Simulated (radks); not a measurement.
# In³⁶⁺ in [Ne] 3s2 3p1: an all-electron calculation

An exercise on one series of results from a longer session: the logs are not shown, and one member is left open.

Program: radks (a radial shooting solver on a logarithmic mesh, Libxc functionals) version 1. Level of theory: Dirac Kohn-Sham, B86b exchange with PBE correlation, spin-unpolarised, spherical densities, finite nucleus; open shells fill j = l - 1/2 first. These are calculated values, not measurements, unless marked.

## The system

| Property | Result |
| --- | --- |
| element | indium (Z = 49) |
| charge | +36 |
| electrons | 13 |
| configuration | [Ne] 3s2 3p1 |
| nuclear rms radius | 4.6156 fm |

The first run:

Settings of this run:

```text
Z 49
configuration [Ne] 3s2 3p1
relativity Dirac
functional b86_mgc,pbe
spin unpolarised
j_filling energy
nucleus finite rms 4.6156 fm
c 137.035999084
```

Launch:

```sh
$ python run_ks.py task.json out
```

This one command runs every case of the session in turn.

One table of the session follows, with a row left open; its other results are not shown here.

It belongs to the step «Orbitals and density». From the orbitals of this run (lengths in bohr):

```
level      <r>  outermost maximum (interpolated)  90 % within  nodes
1s1/2  0.02970                            0.0192       0.0533      0
2s1/2        ?                                 ?            ?      ?
2p1/2   0.1066                            0.0831        0.174      0
2p3/2   0.1116                            0.0874        0.181      0
3s1/2   0.3067                             0.291        0.445      2
3p1/2   0.2918                             0.274        0.432      1
3p3/2   0.2993                             0.282        0.442      1
```

Estimate the missing values for 2s1/2.

As computed: <r>: 0.1261; outermost maximum (interpolated): 0.108; 90 % within: 0.195; nodes: 1. In the column «<r>» it lies between 2p3/2 (0.1116) and 3p1/2 (0.2918).

To keep in mind: Spin polarisation and multiplet splitting are left out.
